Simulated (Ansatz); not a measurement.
# CaBr (P6_3mc) in Ansatz: convergence with wavefunction cutoff

Aim: find how far wavefunction cutoff must go before the results for CaBr settle, at PBE. This setting moves, with any that are tied to it; all else stays.

Everything below comes from runs of Ansatz 0.2.0. Logs are shortened: lines on timing, memory, paths and dates and some standing lists are left out, and cuts for length are marked.

## 1. The structure

Symmetry: P6_3mc, No. 186, hexagonal system. Conventional cell: a = 4.084 Å, b = 4.084 Å, c = 9.672 Å, α = 90.00°, β = 90.00°, γ = 120.00°. Br (site symmetry 3m) has 4 Ca at 2.96 to 3.01 Å as nearest neighbours. Ca (site symmetry 3m) has 4 Br at 2.96 to 3.01 Å as nearest neighbours.

The cell comes from a database or a generator and needn't be the stable form of this composition.

## 2. With wavefunction cutoff 200 eV

input.yaml

```yaml
crystal:
  lattice:
    - [4.0841480343, 0.0, 0.0]
    - [-2.0420740171, 3.5369759505, 0.0]
    - [0.0, 0.0, 9.672126]
  atoms:
    - { symbol: Br, position: [0.6666666667, 0.3333333333, 0.534488] }
    - { symbol: Br, position: [0.3333333333, 0.6666666667, 0.034488] }
    - { symbol: Ca, position: [0.6666666667, 0.3333333333, 0.840512] }
    - { symbol: Ca, position: [0.3333333333, 0.6666666667, 0.340512] }
hamiltonian:
  xc: pbe
  pseudopotentials: { kind: paw_fr }
magnetization:
  noncollinear: true
  spin_orbit: true
kpoints:
  mp_grid: { grid: [6, 6, 3] }
scf:
  occupations: { method: methfessel_paxton, width: 0.05 }
output:
  forces: true
  stress: true
  eigenvalues: true
basis:
  ecutwfc: "200 eV"
```

Potentials or basis: Ansatz PAW.

On the command line:

```sh
> ansatz run input.yaml --threads 2 --pin off --max-ram 5632MiB --backend cpu --events-out ev --progress --plain --runs-dir out
```

It took 5.5 s on 2 threads of Arm Neoverse V1, shared host; peak memory 0.39 GiB.

Results:

- Free energy: -9201.2700 eV
- Pressure: 0.7 GPa
- Largest force: 0.149 eV/Å
- Band gap on the k mesh: none (metal or under the smearing width)

## 3. With wavefunction cutoff 250 eV

input.yaml, as its differences from that of step 2:

```diff
@@ -25,2 +25,2 @@
 basis:
-  ecutwfc: "200 eV"
+  ecutwfc: "250 eV"
```

Potentials or basis: Ansatz PAW.

On the command line:

```sh
> ansatz run input.yaml --threads 2 --pin off --max-ram 5632MiB --backend cpu --events-out ev --progress --plain --runs-dir out
```

Wall time 7.8 s (2 threads of Arm Neoverse V1, shared host); peak memory 0.44 GiB.

What came out:

* Free energy: -9205.0312 eV
* Pressure: 0.7 GPa
* Largest force: 0.166 eV/Å
* Band gap on the k mesh: none (metal or under the smearing width)

## 4. With wavefunction cutoff 300 eV

input.yaml, as its differences from that of step 3:

```diff
@@ -25,2 +25,2 @@
 basis:
-  ecutwfc: "250 eV"
+  ecutwfc: "300 eV"
```

On the command line:

```sh
> ansatz run input.yaml --threads 2 --pin off --max-ram 5632MiB --backend cpu --events-out ev --progress --plain --runs-dir out
```

It took 11 s on 2 threads of Arm Neoverse V1, shared host; peak memory 0.48 GiB.

What came out:

```yaml
Free_energy: -9205.6713 eV
Pressure: 0.7 GPa
Largest_force: 0.167 eV/Å
Band_gap_on_the_k_mesh: none (metal or under the smearing width)
```

## 5. With wavefunction cutoff 350 eV

input.yaml, as its differences from that of step 4:

```diff
@@ -25,2 +25,2 @@
 basis:
-  ecutwfc: "300 eV"
+  ecutwfc: "350 eV"
```

On the command line:

```sh
> ansatz run input.yaml --threads 2 --pin off --max-ram 5632MiB --backend cpu --events-out ev --progress --plain --runs-dir out
```

Run time: 12 s. Hardware: 2 threads of Arm Neoverse V1, shared host; peak memory 0.53 GiB.

Results:

- Free energy: -9205.7412 eV
- Pressure: 0.7 GPa
- Largest force: 0.166 eV/Å
- Band gap on the k mesh: none (metal or under the smearing width)

## 6. With wavefunction cutoff 400 eV

input.yaml, as its differences from that of step 5:

```diff
@@ -25,2 +25,2 @@
 basis:
-  ecutwfc: "350 eV"
+  ecutwfc: "400 eV"
```

Potentials or basis: Ansatz PAW.

On the command line:

```sh
> ansatz run input.yaml --threads 2 --pin off --max-ram 5632MiB --backend cpu --events-out ev --progress --plain --runs-dir out
```

Run time: 14 s. Hardware: 2 threads of Arm Neoverse V1, shared host; peak memory 0.57 GiB.

Results (log left out):

```
Free energy            : -9205.7447 eV
Pressure               : 0.7 GPa
Largest force          : 0.166 eV/Å
Band gap on the k mesh : none (metal or under the smearing width)
```

## 7. With wavefunction cutoff 450 eV

input.yaml, as its differences from that of step 6:

```diff
@@ -25,2 +25,2 @@
 basis:
-  ecutwfc: "400 eV"
+  ecutwfc: "450 eV"
```

On the command line:

```sh
> ansatz run input.yaml --threads 2 --pin off --max-ram 5632MiB --backend cpu --events-out ev --progress --plain --runs-dir out
```

Wall time 18 s (2 threads of Arm Neoverse V1, shared host); peak memory 0.64 GiB.

It converged, with:

```
Free energy            : -9205.7460 eV
Pressure               : 0.7 GPa
Largest force          : 0.166 eV/Å
Band gap on the k mesh : none (metal or under the smearing width)
```

## 8. With wavefunction cutoff 500 eV

input.yaml, as its differences from that of step 7:

```diff
@@ -25,2 +25,2 @@
 basis:
-  ecutwfc: "450 eV"
+  ecutwfc: "500 eV"
```

On the command line:

```sh
> ansatz run input.yaml --threads 2 --pin off --max-ram 5632MiB --backend cpu --events-out ev --progress --plain --runs-dir out
```

It took 21 s on 2 threads of Arm Neoverse V1, shared host; peak memory 0.67 GiB.

The run converged. Its results:

```yaml
Free_energy: -9205.7470 eV
Pressure: 0.7 GPa
Largest_force: 0.166 eV/Å
Band_gap_on_the_k_mesh: none (metal or under the smearing width)
```

## 9. With wavefunction cutoff 600 eV

input.yaml, as its differences from that of step 8:

```diff
@@ -25,2 +25,2 @@
 basis:
-  ecutwfc: "500 eV"
+  ecutwfc: "600 eV"
```

Potentials or basis: Ansatz PAW.

On the command line:

```sh
> ansatz run input.yaml --threads 2 --pin off --max-ram 5632MiB --backend cpu --events-out ev --progress --plain --runs-dir out
```

It took 27 s on 2 threads of Arm Neoverse V1, shared host; peak memory 0.81 GiB.

The run converged. Its results:

```yaml
Free_energy: -9205.7473 eV
Pressure: 0.7 GPa
Largest_force: 0.166 eV/Å
Band_gap_on_the_k_mesh: none (metal or under the smearing width)
```

## 10. With wavefunction cutoff 800 eV

input.yaml, as its differences from that of step 9:

```diff
@@ -25,2 +25,2 @@
 basis:
-  ecutwfc: "600 eV"
+  ecutwfc: "800 eV"
```

Potentials or basis: Ansatz PAW.

On the command line:

```sh
> ansatz run input.yaml --threads 2 --pin off --max-ram 5632MiB --backend cpu --events-out ev --progress --plain --runs-dir out
```

The program printed:

```text
Warning: RAYON_NUM_THREADS=2 ignored (pool sized by the plan → 2); use --threads N
Engine: ansatz 0.2.0, aarch64-unknown-linux-gnu
Pseudopotentials: kind: paw_fr
Pseudopotential: Br, paw_fr, valence charge 7, recommended cutoff 420 eV (normal), Br.paw.azcp#standard-fr
Pseudopotential: Ca, paw_fr, valence charge 10, recommended cutoff 420 eV (normal), Ca.paw.azcp#standard-fr
Functional definition: PBE
  parameter kappa = 0.804
  parameter beta = 0.06672455060314922
  exchange = pbe_x(kappa = kappa, mu = beta*pi^2/3)
  correlation = pbe_c(beta = beta)
non-collinear run that drives no moment, with spin-orbit: no starting moment large enough to seed its density (crystal.atoms[].spin), no starting occupations that ask for one, no magnetisation constraint and no magnetic field, so the semilocal B_xc is pinned to zero
Crystal: 4 atoms, lattice volume = 139.719 Å³
Basis set: ecut = 800 eV, 7221 PW (Γ), exchange–correlation on 80×80×180 points (8 copies of the dense FFT grid, shifted against one another)
Bands: 42, of which v1, the nominal top of the filled ones, is band 34 counted from 1 (33 counted from 0)
Symmetry: 12 space group operations + 12 with time reversal
Magnetic group: BNS 186.204 (UNI 1434), of the structure as read, at distance tolerance 5.2e-5 Å
k-points: 14 of 108 (time reversal used)
Projection manifold: j_resolved (fully-relativistic pseudo-atomic orbitals)
Non-local potential: Br, projectors of the file, l = 0: 2, l = 1: 4, l = 2: 4
Non-local potential: Ca, projectors of the file, l = 0: 3, l = 1: 4, l = 2: 4
PAW form: soft (Blöchl's): semilocal exchange-correlation on the pseudo side does not see the compensation charge
PAW one-centre angular grid: Br, 110 points (default); XC on 64 Gauss nodes
PAW one-centre angular grid: Ca, 110 points (default); XC on 64 Gauss nodes
Initial density: superposition of atomic densities (chi_scale 0.1, normalization cell, long waves kept (reshape's long-wave potential 0.01 eV rms))
Initial wavefunctions: pseudopotential atomic-orbital guess
Functional: x = pbe(κ = 0.804, μ = 0.2195149727645171), c = pbe(β = 0.06672455060314922)
SCF iter   1: F=—  HF=-9209.503932 eV  |F-HF|=—  |Δ(HF+E_count)|=         —  Δρ=6.37e-2  dr2=1.33e1  dr2_m=0.00e0 (ungated)  ethr=3.10e-3  |M|=0.00e0 ∫|m|=0.00e0 μB  |m|>n=0.0e0 m-floor=0.0e0 τ_xc=0.0e0  β_m=0.30  ⟨swp⟩=15.1  Hψ=4129  notcnv=0
preconditioner: auto → Kerker (q_TF=auto, 2.156 Å⁻¹)  [metal: Δε(μ)=0.002 eV  Ē_g=3.370 eV  σ=0.050 eV  W_gap=0.04  n_scr=24 (ndim 8)  ℏωp=11.8 eV  f_vac=0.000  D(μ)=12.18/eV (n_scr^D=150)]
spin=Noncollinear: Kerker preconditioning applied to the charge; magnetization (m_x, m_y, m_z) channels mix plain (no charge-response kernel on spin).
SCF iter   2: F=—  HF=-9207.205509 eV  |F-HF|=—  |Δ(HF+E_count)|=    2.30e0  S|Δr|=    0.00e0  Δρ=3.40e-2  dr2=4.41e0  dr2_m=0.00e0 (ungated)  ethr=3.10e-3  |M|=0.00e0 ∫|m|=0.00e0 μB  |m|>n=0.0e0 m-floor=0.0e0 τ_xc=0.0e0  β_m=0.47  ⟨swp⟩=4.1  Hψ=1353  notcnv=0  defer=24
SCF iter   3: F=—  HF=-9205.977754 eV  |F-HF|=—  |Δ(HF+E_count)|=    1.23e0  S|Δr|=    0.00e0  Δρ=1.08e-2  dr2=6.05e-1  dr2_m=0.00e0 (ungated)  ethr=3.10e-3  |M|=0.00e0 ∫|m|=0.00e0 μB  |m|>n=0.0e0 m-floor=0.0e0 τ_xc=0.0e0  β_m=0.73  ⟨swp⟩=4.3  Hψ=1437  notcnv=0  defer=24
SCF iter   4: F=—  HF=-9205.788826 eV  |F-HF|=—  |Δ(HF+E_count)|=   1.89e-1  S|Δr|=    0.00e0  Δρ=8.05e-3  dr2=1.43e-1  dr2_m=0.00e0 (ungated)  ethr=1.78e-3  |M|=0.00e0 ∫|m|=0.00e0 μB  |m|>n=0.0e0 m-floor=0.0e0 τ_xc=0.0e0  β_m=0.86  ⟨swp⟩=4.5  Hψ=1455  notcnv=0  defer=24
[... 11 lines left out ...]
Absolute magnetization: 0.0000 μB (∫|m|)
  site 0: m = (+0.0000, +0.0000, +0.0000) μB, |m| = 0.0000 μB  (R = 1.22 Å)
  site 1: m = (+0.0000, +0.0000, +0.0000) μB, |m| = 0.0000 μB  (R = 1.22 Å)
  site 2: m = (+0.0000, +0.0000, +0.0000) μB, |m| = 0.0000 μB  (R = 1.22 Å)
  site 3: m = (+0.0000, +0.0000, +0.0000) μB, |m| = 0.0000 μB  (R = 1.22 Å)
Free energy (F): -9205.747455 eV
Harris-Foulkes:  -9205.747455 eV  (|F-HF|=3.52e-8)
Internal energy: -9205.748729 eV  (E = F + TS)
E sigma→0 (E₀):  -9205.747773 eV
Entropy (-TS):   0.001274 eV (0.319 meV/atom)
Fermi energy:    5.858195 eV
Step filling:    the computed levels leave a gap of 0.0608 eV = 1.2 smearing widths at the electron count; against every level under it full and every level over it empty, smearing changes F+E_penalty+E_count by +0.701 meV and its σ→0 estimate by +0.382 meV
--- Per-component energies (eV) ---
  E_band       = -382.928597
  E_kinetic    = 821.775026
  E_local      = -2202.702296  (includes V_loc(G=0)·N_el)
  E_nonlocal   = 268.360343
  E_hartree    = 715.295611
  E_xc         = -802.746671
  E_vxc        = -548.568579  (∫ρ·V_xc dr)
  E_paw        = -6210.809432  (= ΣΔE_a)
  E_vpaw       = -152.384945  (= ΣTr[D̂ρ^β])
  E_aug_tail   = -0.000001  (compensation charges beyond the density's cutoff)
  E_ewald      = -1794.921308
  E_smearing   = 0.001274  (= −TS)
  E_closure    = 0.000000  (closes the sum)
  Σ components = -9205.747455   (vs F -9205.747455, Δ=0.00e0)
--- Forces (eV/Å), atoms counted from 1 ---
  atom   1  Br     0.00000000     0.00000000     0.16607933
  atom   2  Br    -0.00000000    -0.00000000     0.16607933
  atom   3  Ca    -0.00000000    -0.00000000    -0.16623298
  atom   4  Ca     0.00000000     0.00000000    -0.16623298
  max |Σ_I F_I| component: 3.07e-4 eV/Å
--- Stress (GPa, compression-positive) ---
        0.300680       0.000000       0.000000
        0.000000       0.300680      -0.000000
        0.000000      -0.000000       1.402521
  P = ⅓ Tr σ = 0.6680 GPa (6.680 kbar)
--- Band table (eV; the first three rows and the last of 14) ---
  k-point 0: bands = ["-36.6885", "-36.6885", "-36.6882", "-36.6882", "-17.9346", "-17.9346", "-17.9257", "-17.9257", "-17.5638", "-17.5638", "-17.5491", "-17.5491", "-17.5485", "-17.5485", "-17.5445", "-17.5445", "-11.0453", "-11.0453", "-10.9338", "-10.9338", "-0.3446", "-0.3446", "0.3400", "0.3400", "1.5102", "1.5102", "1.5635", "1.5635", "1.8048", "1.8048", "1.8902", "1.8902", "4.1354", "4.1354", "5.8207", "5.8207", "7.7028", "7.7028", "7.7075", "7.7075", "7.8697", "7.8697"]
  k-point 1: bands = ["-36.6884", "-36.6884", "-36.6883", "-36.6883", "-17.9323", "-17.9323", "-17.9279", "-17.9279", "-17.5591", "-17.5591", "-17.5494", "-17.5494", "-17.5490", "-17.5490", "-17.5487", "-17.5487", "-11.0177", "-11.0177", "-10.9619", "-10.9619", "-0.1971", "-0.1971", "0.1404", "0.1404", "1.5188", "1.5188", "1.5469", "1.5469", "1.8256", "1.8256", "1.8682", "1.8682", "4.5602", "4.5602", "5.4097", "5.4097", "7.6433", "7.6433", "7.7576", "7.7576", "7.7609", "7.7609"]
  k-point 2: bands = ["-36.6872", "-36.6872", "-36.6869", "-36.6869", "-17.9449", "-17.9355", "-17.9349", "-17.9307", "-17.5750", "-17.5638", "-17.5613", "-17.5613", "-17.5582", "-17.5553", "-17.5457", "-17.5435", "-10.9919", "-10.9914", "-10.8959", "-10.8935", "-0.1957", "-0.1770", "0.3639", "0.4028", "1.0715", "1.1087", "1.1675", "1.1970", "1.5989", "1.6010", "1.6835", "1.6871", "4.7069", "4.7372", "5.7772", "5.7800", "7.2103", "7.2113", "7.6672", "7.6780", "7.8751", "7.8822"]
  k-point 13: bands = ["-36.6824", "-36.6824", "-36.6824", "-36.6824", "-17.9662", "-17.9628", "-17.9563", "-17.9563", "-17.6108", "-17.6108", "-17.5982", "-17.5982", "-17.5584", "-17.5545", "-17.5528", "-17.5528", "-10.7767", "-10.7752", "-10.7743", "-10.7743", "0.1813", "0.2083", "0.2083", "0.2590", "0.5355", "0.5355", "0.5912", "0.5912", "0.6786", "0.7584", "0.7955", "0.7955", "6.3390", "6.3390", "6.5008", "6.5008", "6.8343", "6.8506", "6.8555", "6.8555", "7.9916", "7.9916"]
```

It took 40 s on 2 threads of Arm Neoverse V1, shared host; peak memory 1.1 GiB.

What came out:

```yaml
Free_energy: -9205.7475 eV
Pressure: 0.7 GPa
Largest_force: 0.166 eV/Å
Band_gap_on_the_k_mesh: none (metal or under the smearing width)
```

## 11. Summary

| wavefunction cutoff | energy less the tightest run, at zero smearing (meV/atom) | pressure (GPa) | largest force (eV/Å) | SCF cycles | CPU time (s) | peak memory (GiB) |
| --- | --- | --- | --- | --- | --- | --- |
| 200 eV | 1119.42 | 0.74 | 0.149 | 10 | 11 | 0.39 |
| 250 eV | 179.06 | 0.72 | 0.166 | 10 | 15 | 0.44 |
| 300 eV | 19.03 | 0.68 | 0.167 | 10 | 21 | 0.48 |
| 350 eV | 1.55 | 0.67 | 0.166 | 10 | 24 | 0.53 |
| 400 eV | 0.68 | 0.67 | 0.166 | 10 | 28 | 0.57 |
| 450 eV | 0.36 | 0.67 | 0.166 | 10 | 35 | 0.64 |
| 500 eV | 0.12 | 0.67 | 0.166 | 10 | 41 | 0.67 |
| 600 eV | 0.04 | 0.67 | 0.166 | 10 | 53 | 0.81 |
| 800 eV | 0.00 | 0.67 | 0.166 | 10 | 78 | 1.1 |

Against the tightest run, the energy stays within 1 meV/atom from 400 eV on; the pressure stays within 0.1 GPa from 200 eV on; the largest force stays within 0.005 eV/Å from 250 eV on. The tightest run that finished is the yardstick and may itself not be fully converged.
